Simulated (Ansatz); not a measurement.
Crystal: NbSi2.

```
CELL_PARAMETERS angstrom
4.79400 0.00000 0.00000
-2.39700 4.15173 0.00000
0.00000 0.00000 6.58900
ATOMIC_POSITIONS crystal
Nb 0.00000 0.50000 0.33333
Nb 0.50000 0.50000 0.66667
Nb 0.50000 0.00000 0.00000
Si 0.33400 0.16700 0.33333
Si 0.16700 0.83300 0.66667
Si 0.83300 0.66600 0.00000
Si 0.66600 0.83300 0.33333
Si 0.83300 0.16700 0.66667
Si 0.16700 0.33400 0.00000
```

Base run:

```yaml
Program: Ansatz 0.2.0
Functional: LDA
Potentials_or_basis: all-electron LAPW, scalar-relativistic
Cutoff: 203 eV (chosen from the basis error)
Basis_error_allowed: 0.002 eV/atom
k_mesh: 7 × 7 × 4
Occupations: fermi-dirac, width 0.05 eV
Spin: no spin polarisation
```

Its results: pressure -4.8 GPa; largest force 0.649 eV/Å.

Q: The run is repeated on the same cell with these changes: functional from LDA to PBEsol. What comes out?

A: Pressure -2.0 GPa; largest force 0.684 eV/Å.

PBEsol binds less tightly than LDA, so the same cell stands under more pressure.
